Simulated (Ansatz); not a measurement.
# C₃HN₃Sn: up Jacob's ladder to CCSD(T)

The task here is to estimate one member of a computed series from the others.

Program: Ansatz 0.2.0, Gaussian basis. Level of theory: functionals in def2-TZVPP, the program's frozen cores in correlated methods. These are calculated values, not measurements.

The runs, in order: LDA (SPW92), PBE-D4, revPBE-D4, BLYP-D4, r2SCAN-D4, B97M-V, PBE0-D4, B3LYP-D4, r2SCANh-D4, r2SCAN0-D4, HSE06-D4, BHLYP-D4, CAM-B3LYP-D4, LC-ωPBE, ωB97X-V, ωB97M-V, B2PLYP, PBE-QIDH; CCSD(T)/def2-SVP; CCSD(T)/def2-TZVPP; MP2/def2-QZVPP; extrapolation to the limit; RPA on PBE.

## Structure used throughout

An earlier PBE0-D4 in a triple-zeta def2 set relaxation fixed the geometry. Sn takes the def2 core potential; no spin-orbit term is included.

8 atoms, charge 0, spin multiplicity 1.

Atoms are counted from 1 here; the program's logs count them from 0.

Bond lengths: N1–C2 1.151 Å, C2–Sn3 2.085 Å, Sn3–C4 2.085 Å, Sn3–C6 2.085 Å, Sn3–H8 1.681 Å, C4–N5 1.151 Å, C6–N7 1.151 Å. Angles: N1–C2–Sn3 178.3°, C2–Sn3–C4 106.7°, C2–Sn3–C6 106.7°, C2–Sn3–H8 112.1°, C4–Sn3–C6 106.7°, C4–Sn3–H8 112.1°, C6–Sn3–H8 112.1°, Sn3–C4–N5 178.3°, Sn3–C6–N7 178.3°.

The first run:

Input file in.yaml:

```yaml
crystal:
  periodic: [false, false, false]
  atoms:
    - {symbol: N, position_ang: [2.368333, -1.794104, 0.858420]}
    - {symbol: C, position_ang: [1.394216, -1.229273, 0.619300]}
    - {symbol: Sn, position_ang: [-0.401626, -0.248224, 0.218602]}
    - {symbol: C, position_ang: [-0.584759, -0.155895, -1.856487]}
    - {symbol: N, position_ang: [-0.717206, -0.120259, -2.999426]}
    - {symbol: C, position_ang: [-0.175385, 1.713427, 0.888554]}
    - {symbol: N, position_ang: [-0.076468, 2.791681, 1.279325]}
    - {symbol: H, position_ang: [-1.714908, -1.014455, 0.935910]}
basis:
  gaussian: {orbitals: def2-TZVPP}
hamiltonian: {xc: lda}
output: {orbitals: {seedname: orbitals}}
```

The run is started by

```console
ansatz run in.yaml --threads 4 --pin off --events-out ev --progress --plain --max-ram 10444MiB
```

Steps of the session up to this table: LDA; PBE-D4 (GGA); revPBE-D4 (GGA); BLYP-D4 (GGA); r2SCAN-D4 (meta-GGA); B97M-V (meta-GGA); B3LYP-D4 (hybrid); r2SCANh-D4 (hybrid); r2SCAN0-D4 (hybrid); HSE06-D4 (hybrid); BHLYP-D4 (hybrid); CAM-B3LYP-D4 (range-separated); LC-ωPBE (range-separated); ωB97X-V (range-separated); ωB97M-V (range-separated); B2PLYP (double hybrid); PBE-QIDH (double hybrid).

One table of the session follows, with a row left open; its other results are not shown here.

It belongs to the step «Frontier levels by functional». 

| functional | HOMO (eV) | LUMO (eV) | gap (eV) |
| --- | --- | --- | --- |
| LDA (SPW92) | -9.31 | -3.16 | 6.15 |
| PBE-D4 | -9.14 | -2.87 | 6.27 |
| revPBE-D4 | -9.07 | -2.75 | 6.32 |
| BLYP-D4 | -9.03 | -2.76 | 6.28 |
| r2SCAN-D4 | -9.55 | -2.72 | 6.83 |
| B97M-V | -9.58 | -2.67 | 6.91 |
| PBE0-D4 | -10.67 | -2.01 | 8.66 |
| B3LYP-D4 | -10.41 | -2.24 | 8.17 |
| r2SCANh-D4 | -10.12 | -2.39 | 7.72 |
| r2SCAN0-D4 | -10.89 | -1.92 | 8.97 |
| HSE06-D4 | -10.26 | -2.38 | 7.88 |
| BHLYP-D4 | -11.91 | -1.12 | 10.79 |
| CAM-B3LYP-D4 | -12.10 | -0.98 | 11.12 |
| LC-ωPBE | -13.55 | 0.19 | 13.73 |
| ωB97X-V | -13.11 | 0.07 | 13.18 |
| ωB97M-V | ? | ? | ? |

Q: Estimate the row for ωB97M-V from the others.

As computed: HOMO (eV): -12.97; LUMO (eV): -0.11; gap (eV): 12.86. In the column «HOMO (eV)» it lies between ωB97X-V (-13.11) and CAM-B3LYP-D4 (-12.10).
